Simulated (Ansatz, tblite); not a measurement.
**Si(NCS)2Cl2 (C₂Cl₂N₂S₂Si): a ladder of methods and basis sets**

One table from this session's results is given with a row withheld; the runs are named, their logs left out.

The runs use Ansatz 0.2.0, Gaussian basis; as each input shows.

The runs, in order: GFN1-xTB, GFN2-xTB, PBE-D4/def2-TZVP, r2SCAN-D4/def2-TZVP, CAM-B3LYP-D4/def2-TZVP, revPBE-D4/def2-TZVP, BLYP-D4/def2-TZVP, PBE-D4/def2-SVP, PBE0-D4/def2-SVP, PBE0-D4/def2-TZVPD, PBE-D4/def2-TZVPD, CAM-B3LYP-D4/def2-TZVPD, CCSD(T)/def2-SVP, MP2/def2-TZVP, RPA/def2-TZVP.

2 further runs of the same task are left out: 2 set aside as unsound or not needed.

## The geometry

The geometry is that of the singlet, from an earlier relaxation (r2SCAN-D4/def2-SVP).

9 atoms, charge 0, spin multiplicity 1.

Bond lengths: Si1–N2 1.695 Å, Si1–N5 1.695 Å, Si1–Cl8 2.041 Å, Si1–Cl9 2.041 Å, N2–C3 1.205 Å, C3–S4 1.568 Å, N5–C6 1.205 Å, C6–S7 1.568 Å. Angles: N2–Si1–N5 109.0°, N2–Si1–Cl8 109.5°, N2–Si1–Cl9 109.5°, N5–Si1–Cl8 109.5°, N5–Si1–Cl9 109.5°, Cl8–Si1–Cl9 109.7°, Si1–N2–C3 176.3°, N2–C3–S4 179.6°, Si1–N5–C6 176.3°, N5–C6–S7 179.6°.

Geometry (Å):

```xyz
9
C2Cl2N2S2Si
Si   -0.7025   -0.0024   -0.5014
N    -0.7026   -0.0257    1.1936
C    -0.7803   -0.0416    2.3956
S    -0.8704   -0.0623    3.9606
N     0.9004    0.0272   -1.0522
C     2.0117    0.0462   -1.5166
S     3.4622    0.0710   -2.1108
Cl   -1.6823    1.6623   -1.1613
Cl   -1.6361   -1.6748   -1.2073
```

PBE0-D4/def2-TZVP was run before; its log isn't repeated, and its numbers join the tables.

The first run:

Tight binding, by tblite at 300 K electronic temperature and without a spin-polarisation term:

```python
tblite.interface.Calculator('GFN1-xTB', numbers, positions, charge=0, uhf=0).singlepoint()
```

Tight binding, by tblite at 300 K electronic temperature and without a spin-polarisation term:

```python
tblite.interface.Calculator('GFN2-xTB', numbers, positions, charge=0, uhf=0).singlepoint()
```

start.molden holds the orbitals of an earlier run on this state, given as this run's starting guess.

in.yaml

```yaml
crystal:
  periodic: [false, false, false]
  atoms:
    - {symbol: Si, position_ang: [-0.702548, -0.002392, -0.501404]}
    - {symbol: N, position_ang: [-0.702593, -0.025655, 1.193599]}
    - {symbol: C, position_ang: [-0.780257, -0.041626, 2.395570]}
    - {symbol: S, position_ang: [-0.870359, -0.062330, 3.960551]}
    - {symbol: N, position_ang: [0.900370, 0.027242, -1.052206]}
    - {symbol: C, position_ang: [2.011670, 0.046222, -1.516619]}
    - {symbol: S, position_ang: [3.462196, 0.070997, -2.110821]}
    - {symbol: Cl, position_ang: [-1.682349, 1.662304, -1.161335]}
    - {symbol: Cl, position_ang: [-1.636120, -1.674772, -1.207344]}
basis:
  gaussian: {orbitals: def2-TZVP, initial_orbitals: start.molden}
hamiltonian: {xc: pbe, dispersion: d4}
scf: {omitted_lower_state_checks: [starts]}
output: {forces: true, orbitals: {seedname: orbitals}}
```

Started as:

```
$ ansatz run in.yaml --threads 2 --pin off --events-out ev --progress --plain --max-ram 32768MiB --backend cuda --devices 0, --max-vram 18GiB
```

Steps of the session up to this table: PBE-D4/def2-TZVP; r2SCAN-D4/def2-TZVP; CAM-B3LYP-D4/def2-TZVP; revPBE-D4/def2-TZVP; BLYP-D4/def2-TZVP; PBE-D4/def2-SVP; PBE0-D4/def2-SVP; PBE0-D4/def2-TZVPD; PBE-D4/def2-TZVPD; CAM-B3LYP-D4/def2-TZVPD; CCSD(T)/def2-SVP; MP2/def2-TZVP; RPA/def2-TZVP.

One table of the session follows, with a row left open; its other results are not shown here.

It belongs to the step «Binding energy». 

```
                 method  binding an atom (eV)
            HF/def2-SVP                 2.841
           HF/def2-TZVP                 2.864
        PBE-D4/def2-SVP                 4.826
       PBE-D4/def2-TZVP                 4.815
      PBE-D4/def2-TZVPD                 4.811
    revPBE-D4/def2-TZVP                 4.654
      BLYP-D4/def2-TZVP                 4.625
    r2SCAN-D4/def2-TZVP                 4.601
       PBE0-D4/def2-SVP                 4.596
      PBE0-D4/def2-TZVP                 4.602
     PBE0-D4/def2-TZVPD                 4.601
 CAM-B3LYP-D4/def2-TZVP                 4.503
CAM-B3LYP-D4/def2-TZVPD                     ?
          RPA/def2-TZVP                 4.051
           MP2/def2-SVP                 4.339
          MP2/def2-TZVP                 4.585
          CCSD/def2-SVP                 3.976
       CCSD(T)/def2-SVP                 4.107
```

Estimate the missing values for CAM-B3LYP-D4/def2-TZVPD.

As computed: binding an atom (eV): 4.500. In the column «binding an atom (eV)» it lies between MP2/def2-SVP (4.339) and CAM-B3LYP-D4/def2-TZVP (4.503).

Limits of these values: Free atoms were run apart at each level; binding is atoms less cluster, divided by the number of atoms, without zero-point or spin-orbit terms.
